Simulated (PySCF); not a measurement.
# C5H6ClNSi: the cost of one run

Programs: PySCF 2.14.0, with routines of our own; each step states its level. All values are computed. Atoms count from 0.

### Step 1. The system as given

14 atoms, charge 0, multiplicity 1; geometry from: GFN2-xTB.

### Step 2. Vibronic structure: TDDFT PBE/6-31+G*

The job: settings as JSON, then the geometry in Å.

```
{"job": {"kind": "vib", "xc": "PBE", "basis": "6-31+G*", "tda": false}, "charge": 0, "multiplicity": 1}
C      1.873625     1.005767    -0.346656
Si     0.715124    -0.455295    -0.012896
Cl     1.733668    -2.094623     0.583291
C     -0.744140    -0.758791    -1.249295
C     -1.690254    -0.356762    -0.156153
C     -0.921940    -0.083961     0.913142
C     -1.289425     0.338890     2.188611
N     -1.539981     0.694202     3.253000
H      1.322279     1.882413    -0.670576
H      2.596414     0.758638    -1.118307
H      2.426033     1.271405     0.549642
H     -0.812456    -0.115485    -2.125730
H     -0.905922    -1.781287    -1.588712
H     -2.763703    -0.305583    -0.241527
```

With the program's defaults for keys left out, this is: TDDFT PBE/6-31+G* vertical-gradient vibronic structure (displaced harmonic oscillators, Condon), gas phase.

On the command line:

```sh
OMP_NUM_THREADS=1 python excited_run.py task.json out
```

The driver reads the jobs from task.json and runs them one after another.

Q: Estimate the wall time and peak memory of this first job on 1 thread of Arm Neoverse N1, shared host.

About 88 s, with a peak of 0.76 GiB.
